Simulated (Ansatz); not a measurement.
# NaHgI2: the cost of one run

Program: Ansatz 0.2.0. Level of theory: DFT PBE, scalar-relativistic, plane waves, PAW. These are calculated values, not measurements.

## (1) Starting point

It takes space group P4/mmm (No. 123, tetragonal). The conventional cell has a = 3.842 Å, b = 3.842 Å, c = 15.368 Å, α = 90.00°, β = 90.00°, γ = 90.00°. Na (site symmetry 4mm) has 8 I at 3.33 Å as nearest neighbours. Hg (site symmetry 4mm) has 8 I at 3.33 Å as nearest neighbours. I (site symmetry 4/mmm) has 8 Na at 3.33 Å as nearest neighbours. I (site symmetry 4mm) has 4 Na at 3.33 Å and 4 Hg at 3.33 Å as nearest neighbours. Around I (site symmetry 4/mmm) lie 8 Hg at 3.33 Å.

Structure file:

```
CELL_PARAMETERS angstrom
3.84190 0.00000 0.00000
0.00000 3.84190 0.00000
0.00000 0.00000 15.36759
ATOMIC_POSITIONS crystal
Na 0.00000 0.00000 0.87500
Na 0.00000 0.00000 0.12500
Hg 0.00000 0.00000 0.37500
Hg 0.00000 0.00000 0.62500
I 0.50000 0.50000 0.00000
I 0.50000 0.50000 0.25000
I 0.50000 0.50000 0.50000
I 0.50000 0.50000 0.75000
```

A structure generator made this guess: ordered mixture on the cation sites of caesium chloride (P4/mmm, No. 123). The dimensions are guesses.

## (2) A first look at the guess

The input, input.yaml:

```yaml
crystal:
  lattice:
    - [3.84189774, 0.0, 0.0]
    - [0.0, 3.84189774, 0.0]
    - [0.0, 0.0, 15.36759097]
  atoms:
    - { symbol: Na, position: [0.0, 0.0, 0.875] }
    - { symbol: Na, position: [0.0, 0.0, 0.125] }
    - { symbol: Hg, position: [0.0, 0.0, 0.375] }
    - { symbol: Hg, position: [0.0, 0.0, 0.625] }
    - { symbol: I, position: [0.5, 0.5, 0.0] }
    - { symbol: I, position: [0.5, 0.5, 0.25] }
    - { symbol: I, position: [0.5, 0.5, 0.5] }
    - { symbol: I, position: [0.5, 0.5, 0.75] }
basis:
  ecutwfc: 420
kpoints:
  mp_grid: { grid: [4, 4, 1] }
hamiltonian:
  xc: pbe
scf:
  occupations: { method: gaussian, width: 0.1 }
  lower_state_search: "off"
output:
  forces: true
  stress: true
  eigenvalues: true
```

The run is started by

```bash
$ ansatz run input.yaml --threads 1 --pin off --max-ram 2560MiB --backend cpu --events-out ev --progress --plain --runs-dir out
```

Q: Estimate wall time and peak memory on 1 thread of Intel Xeon Platinum 8488C (Sapphire Rapids), shared host.

About 3.6 s, with a peak of 0.54 GiB.
